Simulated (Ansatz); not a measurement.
**SnH2IF (SMILES [F][SnH2][I]) at PBE0/def2-SVP (core potential)**

Aim: the electronic atomisation energy of SnH2IF at PBE0/def2-SVP (core potential), from 5 runs. 

The calculation is run with Ansatz 0.2.0.

72 further runs of the same task are left out: 3 that didn't finish, 69 set aside as unsound or not needed. Runs told in other sessions of the task aren't counted.

## Step 1: The molecule

SnH2IF: 5 atoms, total charge 0, spin state singlet. SMILES: `[F][SnH2][I]`. The shape is that of a PBE0-D4/def2-TZVP optimisation.

Bond lengths: F1–Sn2 1.918 Å, Sn2–I3 2.658 Å, Sn2–H4 1.697 Å, Sn2–H5 1.697 Å. Angles: F1–Sn2–I3 105.7°, F1–Sn2–H4 105.3°, F1–Sn2–H5 105.3°, I3–Sn2–H4 110.5°, I3–Sn2–H5 110.5°, H4–Sn2–H5 118.5°.

## Step 2: The energy at PBE0/def2-SVP (core potential)

Input file input.yaml:

```yaml
crystal:
  periodic: [false, false, false]
  atoms:
    - {symbol: F, position_ang: [-0.963700, 0.032500, 1.587200]}
    - {symbol: Sn, position_ang: [-0.104500, 0.137500, -0.123900]}
    - {symbol: I, position_ang: [1.905600, -1.598700, -0.028800]}
    - {symbol: H, position_ang: [-1.274300, -0.369700, -1.244300]}
    - {symbol: H, position_ang: [0.486900, 1.724800, -0.231400]}
basis:
  gaussian:
    orbitals: def2-SVP
accuracy: high
output: {orbitals: {seedname: orbitals}}
hamiltonian:
  xc: pbe0
```

The run is started by

```
$ ansatz run input.yaml --threads 1 --pin off --max-ram 2610MiB --events-out events.jsonl --progress --plain --runs-dir runs
```

Output:

```text
Warning: RAYON_NUM_THREADS=1 ignored (pool sized by the plan → 1); use --threads N
Functional definition: PBE0
  name "PBE0"
  parameter a = 0.25
  parameter kappa = 0.804
  parameter beta = 0.06672455060314922
  exchange = (1 - a)*pbe_x(kappa = kappa, mu = beta*pi^2/3) + a*exact_x
  correlation = pbe_c(beta = beta)
1801 factors; integrals over basis functions are off by at most 4.6e-9 eV
mean field evaluation 1: about -16676.5564 eV, gradient 3.5e1 eV
mean field evaluation 2: about -16669.8458 eV, gradient 7.3e1 eV
mean field evaluation 4: about -16678.6810 eV, gradient 2.1e0 eV
mean field evaluation 8: about -16678.7514 eV, gradient 1.0e-1 eV
mean field evaluation 16: about -16678.7514 eV, gradient 4.3e-6 eV
mean field -16678.75138025 eV, -612.9328079606 hartree, gradient 5.2e-8 eV, S^2 0.000000; 0 other end points of the search recorded, 0 dependent functions left out
reference -16678.75138272 eV, -612.9328080512 hartree; 29, 29 occupied and 47, 47 virtual orbitals, 1801 factors
Total energy: -16678.75138272 eV, -612.9328080512 hartree
```

Wall time 9.3 s (1 thread of Arm Neoverse V1, shared host); peak memory 0.27 GiB.

## Step 3: The F atom, same level

Input file job.yaml:

```yaml
basis:
  gaussian: {orbitals: def2-SVP}
crystal:
  periodic: [false, false, false]
  atoms:
    - {symbol: F, position_ang: [0.000000, 0.000000, 0.000000]}
total_charge: 0
magnetization: {spin_polarized: true, initial_magnetization: 1}
hamiltonian: {xc: pbe0}
accuracy: high
```

Run the same way, it converges to -99.54906 Eh (log not shown).

## Step 4: The H atom

Input file input.yaml:

```yaml
crystal:
  periodic: [false, false, false]
  atoms:
    - {symbol: H, position_ang: [0.000000, 0.000000, 0.000000]}
basis:
  gaussian: {orbitals: def2-SVP}
magnetization: {spin_polarized: true, initial_magnetization: 1}
hamiltonian: {xc: pbe0}
accuracy: high
```

Run the same way, it converges to -0.50029 Eh (log not shown).

## Step 5: The I atom, same level

Input file job.yaml:

```yaml
crystal:
  periodic: [false, false, false]
  atoms:
    - {symbol: I, position_ang: [0.000000, 0.000000, 0.000000]}
basis:
  gaussian:
    orbitals: def2-SVP
magnetization:
  spin_polarized: true
  initial_magnetization: 1
hamiltonian:
  xc: {name: PBE0}
accuracy: high
```

Run the same way, it converges to -297.68435 Eh (log not shown).

## Step 6: The Sn atom

Input file input.yaml:

```yaml
crystal:
  periodic: [false, false, false]
  atoms:
    - {symbol: Sn, position_ang: [0.000000, 0.000000, 0.000000]}
basis:
  gaussian:
    orbitals: def2-SVP
magnetization:
  spin_polarized: true
  initial_magnetization: 2
hamiltonian:
  xc: pbe0
accuracy: high
```

Run the same way, it converges to -214.25429 Eh (log not shown).

## Step 7: Outcome

At PBE0/def2-SVP (core potential):

| quantity | value |
| --- | --- |
| molecule: total energy | -612.93281 Eh |
| molecule: HOMO energy | -7.86 eV |
| molecule: LUMO energy | -1.55 eV |
| molecule: HOMO–LUMO gap | 6.31 eV |
| F atom: total energy | -99.54906 Eh |
| F atom: ⟨S²⟩ | 0.751 |
| H atom: total energy | -0.50029 Eh |
| H atom: ⟨S²⟩ | 0.750 |
| I atom: total energy | -297.68435 Eh |
| I atom: ⟨S²⟩ | 0.752 |
| Sn atom: total energy | -214.25429 Eh |
| Sn atom: ⟨S²⟩ | 2.003 |
| electronic atomisation energy | 12.096 eV |

What this shows: Taking the molecule apart into free atoms costs 12.10 eV (1167 kJ/mol), before zero-point energy and without spin-orbit coupling.
